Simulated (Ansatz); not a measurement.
# Sn2Ge3: a trial structure relaxed

Where does this trial cell of Sn2Ge3 go when cell and atoms are let free?

Computed with Ansatz 0.2.0 (DFT PBE, scalar-relativistic, plane waves, PAW, unless a step's input says otherwise).

## 1. The structure to begin with

The structure is hexagonal, space group P6/mmm (No. 191). Conventional cell: a = 7.305 Å, b = 7.305 Å, c = 5.909 Å, α = 90.00°, β = 90.00°, γ = 120.00°. Sn (site symmetry 3m) is surrounded by 6 Ge at 2.77 Å and 2 Sn at 2.77 to 3.14 Å. Around Ge (site symmetry m2m) lie 1 Ge at 1.72 Å.

Coordinates:

```cif
data_structure
_symmetry_space_group_name_H-M 'P6/mmm'
_symmetry_Int_Tables_number 191
_cell_length_a 7.3053
_cell_length_b 7.3053
_cell_length_c 5.9086
_cell_angle_alpha 90.000
_cell_angle_beta 90.000
_cell_angle_gamma 120.000
_cell_volume 273.08
loop_
_atom_site_label
_atom_site_type_symbol
_atom_site_symmetry_multiplicity
_atom_site_Wyckoff_symbol
_atom_site_fract_x
_atom_site_fract_y
_atom_site_fract_z
_atom_site_occupancy
Sn1 Sn 4 h 0.33333 0.66667 0.23435 1
Ge1 Ge 6 k 0.38221 0.00000 0.50000 1
```

Recipe of the guess: random cell by space group and Wyckoff sites (P6/mmm, No. 191). The dimensions are guesses.

## 2. A first look at the guess

input.yaml reads:

```yaml
crystal:
  lattice:
    - [7.30528771, 0.0, 0.0]
    - [-3.65264385, 6.32656474, 0.0]
    - [0.0, 0.0, 5.9085683]
  atoms:
    - { symbol: Sn, position: [0.33333333, 0.66666667, 0.23435129] }
    - { symbol: Sn, position: [0.66666667, 0.33333333, 0.23435129] }
    - { symbol: Sn, position: [0.66666667, 0.33333333, 0.76564871] }
    - { symbol: Sn, position: [0.33333333, 0.66666667, 0.76564871] }
    - { symbol: Ge, position: [0.382211, 0.0, 0.5] }
    - { symbol: Ge, position: [0.0, 0.382211, 0.5] }
    - { symbol: Ge, position: [0.617789, 0.617789, 0.5] }
    - { symbol: Ge, position: [0.617789, 0.0, 0.5] }
    - { symbol: Ge, position: [0.0, 0.617789, 0.5] }
    - { symbol: Ge, position: [0.382211, 0.382211, 0.5] }
basis:
  ecutwfc: 420
kpoints:
  mp_grid: { grid: [3, 3, 4] }
hamiltonian:
  xc: pbe
scf:
  occupations: { method: gaussian, width: 0.1 }
  lower_state_search: "off"
output:
  forces: true
  stress: true
  eigenvalues: true
```

The run is started by

```
ansatz run input.yaml --threads 1 --pin off --max-ram 2560MiB --backend cpu --events-out ev --progress --plain --runs-dir out
```

Further runs follow: rough relaxation on the coarse mesh; relaxation on the finer mesh.

Q: Predict the outcome of this session. Wanted: conventional cell; volume; energy over the elements, grey Sn; gap on the mesh.

**Answer**, as computed:

```
                              quantity                                                                       value
symmetry at the end (tolerance 0.05 Å)                                                space group P6/mmm (No. 191)
                     conventional cell  a = 8.015 Å, b = 8.015 Å, c = 6.277 Å, α = 90.00°, β = 90.00°, γ = 120.00°
                                volume                                                               34.92 Å³/atom
     energy over the elements, grey Sn                                                               +0.41 eV/atom
                       gap on the mesh                                                                none (metal)
```

In words: The space group P6/mmm (No. 191) is kept, and the volume per atom grows by 27.9 % from the first guess. The formation energy is positive, so the separate elements lie lower. No finished test with a distortion of lower symmetry is shown, so the end may be a saddle point. Where forces pass 15 eV/Å atoms stand far too close, the PAW spheres overlap strongly and those numbers are rough.
